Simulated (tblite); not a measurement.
# C5H11FSSi2: the cost of one run

The runs use tblite 0.8.0 and PySCF 2.14.0, with density-fitted response routines of our own; the level of theory stands in each step. All values are computed, except where a source is named. Atoms count from 0, in the outputs and in this text.

### Step 1. The molecule as given

20 atoms, charge 0, multiplicity 1; geometry from: force field or distance geometry start.

Bonds of the start (Å): C0–S1 1.81, S1–C2 1.85, C2–Si3 1.91, Si3–C4 1.86, C4–C5 1.35, C5–Si6 1.87, Si6–C7 1.91, C7–F8 1.36, C7–C2 1.55, C0–H9 1.09, C0–H10 1.08, C0–H11 1.10, C2–H12 1.10, Si3–H13 1.49, Si3–H14 1.49, C4–H15 1.09, C5–H16 1.08, Si6–H17 1.48, Si6–H18 1.49, C7–H19 1.10.

### Step 2. Relaxing the molecule with GFN2-xTB

The job: settings as JSON, then the geometry in Å.

```
{"job": {"kind": "relax", "xc": "GFN2-xTB", "basis": "xTB"}, "charge": 0, "multiplicity": 1}
C      3.030000     1.131500    -0.797500
S      2.378600    -0.525900    -0.486800
C      0.704300    -0.117300     0.173300
Si     0.033600    -1.742400     0.921600
C     -1.786700    -1.514500     1.253800
C     -2.563300    -0.522600     0.764000
Si    -2.000700     0.880800    -0.328800
C     -0.225400     0.485700    -0.909200
F      0.296200     1.664600    -1.345200
H      2.592300     1.539100    -1.712700
H      4.103000     1.075400    -0.926100
H      2.805100     1.798100     0.044400
H      0.823700     0.602200     1.000800
H      0.173200    -2.878400    -0.029200
H      0.713400    -2.052900     2.213300
H     -2.217900    -2.280400     1.894000
H     -3.613800    -0.481300     1.017400
H     -2.937100     1.010000    -1.471100
H     -2.015800     2.121500     0.497200
H     -0.297900    -0.182400    -1.776200
```

Launch:

```sh
> OMP_NUM_THREADS=1 python probes_run.py task.json out
```

The driver reads the jobs from task.json and runs them one after another.

**Question.** How long does this first job take on 1 thread of Arm Neoverse V1, shared host, and how much memory does it need?

About 1 s, with a peak of 0.18 GiB.
